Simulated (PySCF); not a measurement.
# SrGa+: bond curves at several levels of theory

An exercise on one series of results from a longer session: the logs are not shown, and one member is left open.

The runs use PySCF 2.14.0; Sr def2-SVP with ECP28, Ga def2-SVP, scalar-relativistic core potentials.

Set-up of the first run:

The job is set up so:

| Quantity | Value |
| --- | --- |
| atoms | Sr, Ga |
| charge | 1 |
| basis | Sr def2-SVP with ECP28, Ga def2-SVP |
| Hamiltonian | scalar-relativistic core potentials |
| basis functions | 55 |
| electrons treated | 40 |
| masses in u | 87.9056, 68.9256 |
| levels | PBE0, PBE, r²SCAN, TPSS, M06-2X, revPBE, CAM-B3LYP, HF, MP2, SCS-MP2, CCSD, CCSD(T) |
| grid | 80 radial by 434 angular points |
| occupations | held fixed by the projection of orbital angular momentum |
| dissociation limit | Sr+ + Ga, each in its ground configuration |
| starting distance in angstrom | 3.015 |
| values of 2S to try | 0, 2 |

On the command line:

```
> OMP_NUM_THREADS=1 python dia.py task.json out
```

Steps of the session up to this table: The job; The PBE0 curve of the state that the search chose; Other states along the same grid; PBE (GGA); r²SCAN; TPSS; M06-2X (hybrid meta-GGA); revPBE; CAM-B3LYP; RHF (mean field); Correlated methods on the Hartree–Fock reference.

One table of the session follows, with a row left open; its other results are not shown here.

Energy (eV) from each level's lowest point:

```
R (Å)    RHF  RHF-MP2  RHF-SCS-MP2  RHF-CCSD  RHF-CCSD(T)
3.118  0.454    0.277        0.300       n/a          n/a
3.263  0.242    0.122        0.138     0.127        0.122
3.408  0.110    0.037        0.047     0.040        0.038
3.517  0.050    0.008        0.012     0.009        0.008
3.626  0.015    0.000        0.000     0.000        0.000
3.735  0.000    0.009        0.005     0.008        0.009
3.880  0.003    0.041        0.030     0.037        0.039
4.061      ?        ?            ?         ?            ?
4.279  0.095    0.188        0.164     0.181        0.182
4.569  0.197    0.315        0.282       n/a          n/a
```

Q: Estimate the row for R (Å) = 4.061 from the others.

Worked estimate for «RHF». A straight line through the neighbours (3.880, 0.003) and (4.279, 0.095) gives 0.003 + (0.095 − 0.003) × (4.061 − 3.880) / (4.279 − 3.880) = 0.045; a parabola fitted to 4 rows on both sides gives 0.037.

As computed: RHF: 0.034; RHF-MP2: 0.100; RHF-SCS-MP2: 0.083; RHF-CCSD: 0.095; RHF-CCSD(T): 0.097. In «RHF» the line misses by +0.011 and the parabola by +0.003.
